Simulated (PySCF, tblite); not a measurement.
# C₅H₃F₃: geometry, infrared bands and NMR shifts

Wanted: the infrared bands and NMR shifts of C₅H₃F₃ (`F/C=C(\F)C#CCF`), by calculation.

The runs use tblite 0.8.0 and PySCF 2.14.0, with density-fitted response routines of our own; the level of theory stands in each step. All values are computed, except where a source is named. Atoms are numbered from 0 throughout.

## (1) The molecule as given

11 atoms, charge 0, multiplicity 1; geometry from: force field or distance geometry start.

Bonds of the start (Å): F0–C1 1.33, C1–C2 1.34, C2–F3 1.35, C2–C4 1.41, C4–C5 1.20, C5–C6 1.46, C6–F7 1.36, C1–H8 1.08, C6–H9 1.10, C6–H10 1.10.

## (2) Optimising the geometry with GFN2-xTB

The job: settings as JSON, then the geometry in Å.

```
{"job": {"kind": "relax", "xc": "GFN2-xTB", "basis": "xTB"}, "charge": 0, "multiplicity": 1}
F     -2.927200     2.157100     0.945600
C     -1.768800     1.649700     0.519900
C     -1.505100     0.334900     0.576100
F     -2.457300    -0.496900     1.037900
C     -0.284400    -0.213700     0.143300
C      0.754700    -0.679700    -0.236800
C      2.029100    -1.241600    -0.688400
F      2.825800    -0.221500    -1.112300
H     -1.094700     2.416100     0.177000
H      2.547900    -1.760100     0.129900
H      1.885500    -1.941700    -1.518100
```

Run with:

```
> OMP_NUM_THREADS=1 python probes_run.py task.json out
```

This one command runs all jobs of the session in turn.

**Question.** This job is followed by: GFN2-xTB harmonic vibrations, gas phase; GIAO PBE0/pcSseg-1 NMR shielding, non-relativistic, gas phase. What will the session give for the following? strongest single infrared mode (GFN2-xTB); zero-point energy (GFN2-xTB); ¹³C shifts against TMS (PBE0/pcSseg-1); ¹H shifts against TMS (PBE0/pcSseg-1, means over atoms taken as alike); ¹⁹F shifts against CFCl3 (PBE0/pcSseg-1).

**Answer**, as computed:

| quantity | value |
| --- | --- |
| strongest single infrared mode (GFN2-xTB) | 1117 cm⁻¹, 189 km/mol |
| zero-point energy (GFN2-xTB) | 40.3 kcal/mol |
| ¹³C shifts against TMS (PBE0/pcSseg-1) | 151.8, 141.8, 100.2, 86.0, 73.3 ppm |
| ¹H shifts against TMS (PBE0/pcSseg-1, means over atoms taken as alike) | 6.96, 5.57 ppm |
| ¹⁹F shifts against CFCl3 (PBE0/pcSseg-1) | -143.0, -148.1, -252.5 ppm |

In words: The optimisation took 31 steps and gained 0.042 eV; among the close pairs (by a distance rule), C5–C6 changed most, from 1.464 to 1.447 Å. All 27 modes are real, so the xTB geometry is a minimum. The strongest single mode, at 1117 cm⁻¹, is carried by C1, F0, H8, C2. GFN2-xTB is a fitted tight-binding method: band positions and strengths are rough. Its intensities can rank the bands wrongly. H8 (hydrogen on an alkene CH) lies farthest downfield among hydrogen, at 6.96 ppm; olefinic region.
